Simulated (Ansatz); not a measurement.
# Ta2Cr: the cost of one run

Program: Ansatz 0.2.0. Level of theory: DFT PBE, scalar-relativistic, plane waves, PAW. These are calculated values, not measurements.

## (1) The structure to begin with

Symmetry: Fd-3m, No. 227, cubic system. The conventional cell has a = 7.139 Å, b = 7.139 Å, c = 7.139 Å, α = 90.00°, β = 90.00°, γ = 90.00°. Ta (site symmetry -3m) has 6 Ta at 2.52 Å as nearest neighbours. Around Cr (site symmetry -43m) lie 12 Ta at 2.96 Å and 4 Cr at 3.09 Å.

Structure file:

```xyz
6
Lattice="0.0000 3.5693 3.5693 3.5693 0.0000 3.5693 3.5693 3.5693 0.0000" Properties=species:S:1:pos:R:3 pbc="T T T"
Ta    4.4616    4.4616    4.4616
Ta    4.4616    2.6770    2.6770
Ta    2.6770    2.6770    4.4616
Ta    2.6770    4.4616    2.6770
Cr    0.0000    0.0000    0.0000
Cr    1.7847    1.7847    1.7847
```

(A quick probe on a coarse mesh, which set the mesh and smearing, is not shown.)

## (3) Coarse relaxation

input.yaml reads:

```yaml
crystal:
  lattice:
    - [0.0, 3.5693151817, 3.5693151817]
    - [3.5693151817, 0.0, 3.5693151817]
    - [3.5693151817, 3.5693151817, 0.0]
  atoms:
    - { symbol: Ta, position: [0.625, 0.625, 0.625] }
    - { symbol: Ta, position: [0.125, 0.625, 0.625] }
    - { symbol: Ta, position: [0.625, 0.625, 0.125] }
    - { symbol: Ta, position: [0.625, 0.125, 0.625] }
    - { symbol: Cr, position: [0.0, 0.0, 0.0], spin: 0.98 }
    - { symbol: Cr, position: [0.25, 0.25, 0.25], spin: 0.98 }
basis:
  ecutwfc: 420
kpoints:
  mp_grid: { grid: [4, 4, 4] }
hamiltonian:
  xc: pbe
scf:
  occupations: { method: gaussian, width: 0.1 }
  lower_state_search: "off"
output:
  forces: true
  stress: true
  eigenvalues: true
  populations: true
magnetization:
  spin_polarized: true
relax:
  adjacent_minimum: "off"
  f_tol: 0.04
  max_steps: 70
  cell: { stress_tol: 0.4 }
```

Command:

```
> ansatz run input.yaml --threads 1 --pin off --max-ram 2560MiB --backend cpu --events-out ev --progress --plain --runs-dir out
```

Q: Estimate wall time and peak memory on 1 thread of Arm Neoverse V2, shared host.

About 31 s, with a peak of 0.43 GiB.
